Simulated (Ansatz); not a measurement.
# AgCl: functionals against CCSD(T) at one geometry

How do the functionals fare away from a minimum? The structure is a structure displaced at random from a GFN2-xTB minimum.

Computed with Ansatz 0.2.0, Gaussian basis. Level: single points in def2-TZVPP.

Cores are frozen in the correlated methods. Filled d shells of the heavier atoms are correlated. Core potentials replace the inner electrons past krypton, and spin-orbit coupling is left out. B3LYP uses VWN-RPA correlation.

## 1. Starting geometry

SMILES `[Cl][Ag]`, 2 atoms, charge 0, spin multiplicity 1.

Atoms are counted from 1 here; the program's logs count them from 0.

Bond lengths: Cl1–Ag2 2.203 Å.

Geometry (Å):

```mol
AgCl
  3D, bonds by distance, orders not assigned

  2  1  0  0  0  0  0  0  0  0999 V2000
    0.9623   -0.3459    0.4589 Cl  0  0
   -0.9347    0.3018   -0.4546 Ag  0  0
  1  2  8  0
M  END
```

## 2. CCSD(T)/def2-TZVPP

Contents of run/in.yaml:

```yaml
crystal:
  periodic: [false, false, false]
  atoms:
    - {symbol: Cl, position_ang: [0.962300, -0.345900, 0.458900]}
    - {symbol: Ag, position_ang: [-0.934700, 0.301800, -0.454600]}
basis:
  gaussian: {orbitals: def2-TZVPP}
correlation: {method: ccsd_t}
output: {forces: true}
```

The command line of these runs was not kept.

## 3. PBE0-D4/def2-TZVPP

Edit run/in.yaml of step 2 so:

```diff
@@ -7,3 +7,3 @@
   gaussian: {orbitals: def2-TZVPP}
-correlation: {method: ccsd_t}
-output: {forces: true}
+hamiltonian: {xc: pbe0, dispersion: d4}
+output: {forces: true, orbitals: {seedname: orbitals}}
```

## 4. wB97M-V/def2-TZVPP

Edit run/in.yaml of step 3 so:

```diff
@@ -7,3 +7,3 @@
   gaussian: {orbitals: def2-TZVPP}
-hamiltonian: {xc: pbe0, dispersion: d4}
-output: {forces: true, orbitals: {seedname: orbitals}}
+hamiltonian: {xc: {name: wB97M-V}}
+output: {forces: true}
```

## 5. r2SCAN-D4/def2-TZVPP

Edit run/in.yaml of step 4 so:

```diff
@@ -7,3 +7,3 @@
   gaussian: {orbitals: def2-TZVPP}
-hamiltonian: {xc: {name: wB97M-V}}
+hamiltonian: {xc: r2scan, dispersion: d4}
 output: {forces: true}
```

## 6. PBE-D4/def2-TZVPP

Edit run/in.yaml of step 5 so:

```diff
@@ -7,3 +7,3 @@
   gaussian: {orbitals: def2-TZVPP}
-hamiltonian: {xc: r2scan, dispersion: d4}
+hamiltonian: {xc: pbe, dispersion: d4}
 output: {forces: true}
```

## 7. B3LYP-D4/def2-TZVPP

Edit run/in.yaml of step 6 so:

```diff
@@ -7,3 +7,3 @@
   gaussian: {orbitals: def2-TZVPP}
-hamiltonian: {xc: pbe, dispersion: d4}
+hamiltonian: {xc: {name: B3LYP}, dispersion: d4}
 output: {forces: true}
```

## 8. HSE06-D4/def2-TZVPP

Edit run/in.yaml of step 7 so:

```diff
@@ -7,3 +7,3 @@
   gaussian: {orbitals: def2-TZVPP}
-hamiltonian: {xc: {name: B3LYP}, dispersion: d4}
+hamiltonian: {xc: hse06, dispersion: d4}
 output: {forces: true}
```

(Steps that only read results are left out.)

Q: Predict the outcome of this session. Wanted: energy less free atoms, CCSD(T)/def2-TZVPP; RMS force component; RMS force error; HOMO and LUMO, PBE0-D4; T1 diagnostic.

**Answer**, as computed:

| quantity | value |
| --- | --- |
| energy less free atoms, CCSD(T)/def2-TZVPP | -287.3 kJ/mol |
| RMS force component | 0.519 to 0.769 eV/Å over the methods |
| RMS force error | PBE0-D4 0.057, wB97M-V 0.059, r2SCAN-D4 0.158, PBE-D4 0.108, B3LYP-D4 0.092, HSE06-D4 0.058 eV/Å |
| HOMO and LUMO, PBE0-D4 | -7.59 and -3.04 eV |
| T1 diagnostic | 0.018 |

**Reading.** Against CCSD(T) the functionals' energies less atoms differ by -31.1 to +4.5 kJ/mol, PBE-D4 by -19.0 kJ/mol. The reference is not at the basis limit: in triple zeta CCSD(T) underbinds, which counts against methods that bind more; the gaps are no ranking. On forces the order runs from PBE0-D4 to r2SCAN-D4. Frozen-core CCSD(T) forces in triple zeta carry basis errors of their own, and this is one geometry, so small gaps rank nothing.
